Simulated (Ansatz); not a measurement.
# LiGa3O9: the cost of one run

Program: Ansatz 0.2.0. Level of theory: DFT PBE, scalar-relativistic, plane waves, PAW. These are calculated values, not measurements.

## Step 1: The structure to begin with

The structure is hexagonal, space group P6/mmm (No. 191). The conventional cell has a = 7.422 Å, b = 7.422 Å, c = 3.809 Å, α = 90.00°, β = 90.00°, γ = 120.00°. Li (site symmetry 6/mmm) has 18 O at 3.71 to 3.74 Å and 2 Li at 3.81 Å and 12 Ga at 4.17 Å as nearest neighbours. Ga (site symmetry mmm) is surrounded by 6 O at 1.86 to 1.90 Å. O (site symmetry mmm) is surrounded by 2 Ga at 1.90 Å. Around O (site symmetry mm2) lie 2 Ga at 1.86 Å and 2 O at 1.86 Å.

As a file:

```xyz
13
Lattice="7.4220 0.0000 0.0000 -3.7110 6.4277 0.0000 0.0000 0.0000 3.8091" Properties=species:S:1:pos:R:3 pbc="T T T"
Li    0.0000    0.0000    1.9046
Ga    3.7110    0.0000    0.0000
Ga    1.8555    3.2138    0.0000
Ga   -1.8555    3.2138    0.0000
O     3.7110    0.0000    1.9046
O     0.9278    4.8207    0.0000
O     2.7833    1.6069    0.0000
O    -0.9278    4.8207    0.0000
O     4.6388    1.6069    0.0000
O     1.8555    3.2138    1.9046
O     0.0000    3.2138    0.0000
O     3.7110    3.2138    0.0000
O    -1.8555    3.2138    1.9046
```

The cell is invented: 6-connected net, bridging atoms on its edges, guests in its cages (P6/mmm, No. 191). Lengths come from tabulated atomic sizes and are only a guess.

## Step 2: Probe: one point on a coarse mesh

File input.yaml:

```yaml
crystal:
  lattice:
    - [7.42201698, 0.0, 0.0]
    - [-3.71100849, 6.42765525, 0.0]
    - [0.0, 0.0, 3.80910702]
  atoms:
    - { symbol: Li, position: [0.0, 0.0, 0.5] }
    - { symbol: Ga, position: [0.5, 0.0, 0.0] }
    - { symbol: Ga, position: [0.5, 0.5, 0.0] }
    - { symbol: Ga, position: [0.0, 0.5, 0.0] }
    - { symbol: O, position: [0.5, 0.0, 0.5] }
    - { symbol: O, position: [0.5, 0.75, 0.0] }
    - { symbol: O, position: [0.5, 0.25, 0.0] }
    - { symbol: O, position: [0.25, 0.75, 0.0] }
    - { symbol: O, position: [0.75, 0.25, 0.0] }
    - { symbol: O, position: [0.5, 0.5, 0.5] }
    - { symbol: O, position: [0.25, 0.5, 0.0] }
    - { symbol: O, position: [0.75, 0.5, 0.0] }
    - { symbol: O, position: [0.0, 0.5, 0.5] }
basis:
  ecutwfc: 420
kpoints:
  mp_grid: { grid: [3, 3, 4] }
hamiltonian:
  xc: pbe
scf:
  occupations: { method: gaussian, width: 0.1 }
  lower_state_search: "off"
output:
  forces: true
  stress: true
  eigenvalues: true
```

Command:

```bash
ansatz run input.yaml --threads 1 --pin off --max-ram 2560MiB --backend cpu --events-out ev --progress --plain --runs-dir out
```

**Question.** How long does this run take on 1 thread of Arm Neoverse V2, shared host, and how much memory does it need?

About 7.5 s, with a peak of 0.44 GiB.
